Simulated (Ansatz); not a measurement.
# GeMo: the cost of one run

Computed with Ansatz 0.2.0, Gaussian basis. Level: def2-TZVPP, core rule «outside noble gas», up to 18 orbitals frozen.

To be run: UHF; CCSD(T) on RHF; CCSD(T) on UHF; CCSDT(Q) on RHF.

12 further runs of the same task are left out: 9 for a known fault of the program, 3 set aside as unsound or not needed.

## Step 1: What is computed

The geometry is a PBE0/def2-TZVP stationary point (not a proven minimum) of the parent state, kept for this charge and spin. No spin-orbit coupling is included. Elements past krypton take def2 core potentials. The filled d shell of Ge may be among the frozen orbitals whatever the setting's name suggests; the logs give the count.

2 atoms, charge 0, spin multiplicity 1.

Atoms are counted from 1 here; the program's logs count them from 0.

Bond lengths: Mo1–Ge2 2.316 Å.

## Step 2: UHF

in.yaml

```yaml
crystal:
  periodic: [false, false, false]
  atoms:
    - {symbol: Mo, position_ang: [0.000000, 0.000000, 0.000000]}
    - {symbol: Ge, position_ang: [0.000000, 0.000000, 2.316000]}
basis:
  gaussian: {orbitals: def2-TZVPP}
magnetization: {spin_polarized: true, initial_magnetization: 0}
hamiltonian: {xc: hf}
output: {orbitals: {seedname: orbitals}}
```

Started as:

```bash
> ansatz run in.yaml --threads 1 --pin off --events-out ev --progress --plain --max-ram 3968MiB --backend cpu
```

**Question.** How long does this run take on 1 thread of AMD EPYC 7R13, shared host, and how much memory does it need?

About 56 s, with a peak of 0.35 GiB.
